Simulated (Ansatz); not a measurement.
**C2H7AlS: a ladder of functionals and wavefunction methods**

The task here is to estimate one member of a computed series from the others.

Method: functionals in def2-TZVPP, the program's frozen cores in correlated methods; program: Ansatz 0.2.0, Gaussian basis.

Plan: LDA (SPW92), PBE-D4, revPBE-D4, BLYP-D4, r2SCAN-D4, B97M-V, PBE0-D4, B3LYP-D4, r2SCANh-D4, r2SCAN0-D4, HSE06-D4, BHLYP-D4, CAM-B3LYP-D4, LC-ωPBE, ωB97X-V, ωB97M-V, B2PLYP, PBE-QIDH; CCSD(T)/def2-SVP; CCSD(T)/def2-TZVPP; MP2/def2-QZVPP; extrapolation to the limit; RPA on PBE.

## Structure used throughout

All runs share one geometry, relaxed beforehand with PBE0-D4 in a triple-zeta def2 set.

SMILES `C[CH2][AlH][SH]`, 11 atoms, charge 0, spin multiplicity 1.

Atoms are counted from 1 here; the program's logs count them from 0.

Bond lengths: C1–C2 1.526 Å, C1–H5 1.094 Å, C1–H6 1.094 Å, C1–H7 1.094 Å, C2–Al3 1.956 Å, C2–H8 1.098 Å, C2–H9 1.098 Å, Al3–S4 2.188 Å, Al3–H10 1.584 Å, S4–H11 1.345 Å. Angles: C2–C1–H5 111.7°, C2–C1–H6 112.1°, C2–C1–H7 111.7°, H5–C1–H6 107.0°, H5–C1–H7 107.0°, H6–C1–H7 107.0°, C1–C2–Al3 117.1°, C1–C2–H8 110.3°, C1–C2–H9 110.4°, Al3–C2–H8 106.9°, Al3–C2–H9 107.0°, H8–C2–H9 104.3°, C2–Al3–S4 120.5°, C2–Al3–H10 124.0°, S4–Al3–H10 115.5°, Al3–S4–H11 93.7°.

Set-up of the first run:

in.yaml reads:

```yaml
crystal:
  periodic: [false, false, false]
  atoms:
    - {symbol: C, position_ang: [-1.297367, -0.256597, -0.285063]}
    - {symbol: C, position_ang: [-0.319616, 0.878592, 0.006972]}
    - {symbol: Al, position_ang: [1.540850, 0.384812, 0.354491]}
    - {symbol: S, position_ang: [2.164028, -1.712025, 0.298125]}
    - {symbol: H, position_ang: [-1.357028, -0.962678, 0.547915]}
    - {symbol: H, position_ang: [-2.311513, 0.110899, -0.467132]}
    - {symbol: H, position_ang: [-1.000295, -0.828128, -1.168857]}
    - {symbol: H, position_ang: [-0.309963, 1.597233, -0.823505]}
    - {symbol: H, position_ang: [-0.661835, 1.464986, 0.870167]}
    - {symbol: H, position_ang: [2.685887, 1.427024, 0.688123]}
    - {symbol: H, position_ang: [0.932353, -2.161217, -0.000636]}
basis:
  gaussian: {orbitals: def2-TZVPP}
hamiltonian: {xc: lda}
output: {orbitals: {seedname: orbitals}}
```

Among the steps run: LDA; PBE-D4 (GGA); revPBE-D4 (GGA); BLYP-D4 (GGA); r2SCAN-D4 (meta-GGA); B97M-V (meta-GGA); PBE0-D4 (hybrid); B3LYP-D4 (hybrid); r2SCANh-D4 (hybrid); r2SCAN0-D4 (hybrid); HSE06-D4 (hybrid); BHLYP-D4 (hybrid); CAM-B3LYP-D4 (range-separated); LC-ωPBE-D4 (range-separated; the results give it without D4); ωB97X-V (range-separated); ωB97M-V (range-separated); B2PLYP (double hybrid); PBE-QIDH (double hybrid).

One table of the session follows, with a row left open; its other results are not shown here.

It belongs to the step «Orbital energies across the functionals». 

```
  functional  HOMO (eV)  gap (eV)
 LDA (SPW92)      -6.59      4.68
      PBE-D4      -6.46      4.79
   revPBE-D4      -6.41      4.84
     BLYP-D4      -6.28      4.73
   r2SCAN-D4      -6.75      5.39
      B97M-V      -6.81      5.30
     PBE0-D4      -7.64      6.72
    B3LYP-D4          ?         ?
  r2SCANh-D4      -7.18      6.07
  r2SCAN0-D4      -7.83      7.09
    HSE06-D4      -7.24      5.95
    BHLYP-D4      -8.65      8.51
CAM-B3LYP-D4      -8.94      8.95
     LC-ωPBE     -10.37     11.44
     ωB97X-V     -10.00     10.95
     ωB97M-V      -9.83     10.52
```

Q: Estimate the row for B3LYP-D4 from the others.

Worked estimate for «HOMO (eV)». Against the share of exact exchange, BLYP-D4 (0, -6.28), BHLYP-D4 (0.5, -8.65) give a slope of -4.74 per unit share; at 0.2 the line stands at -7.23.

The run gave: HOMO (eV): -7.38; gap (eV): 6.26. In «HOMO (eV)» the line misses by +0.15.
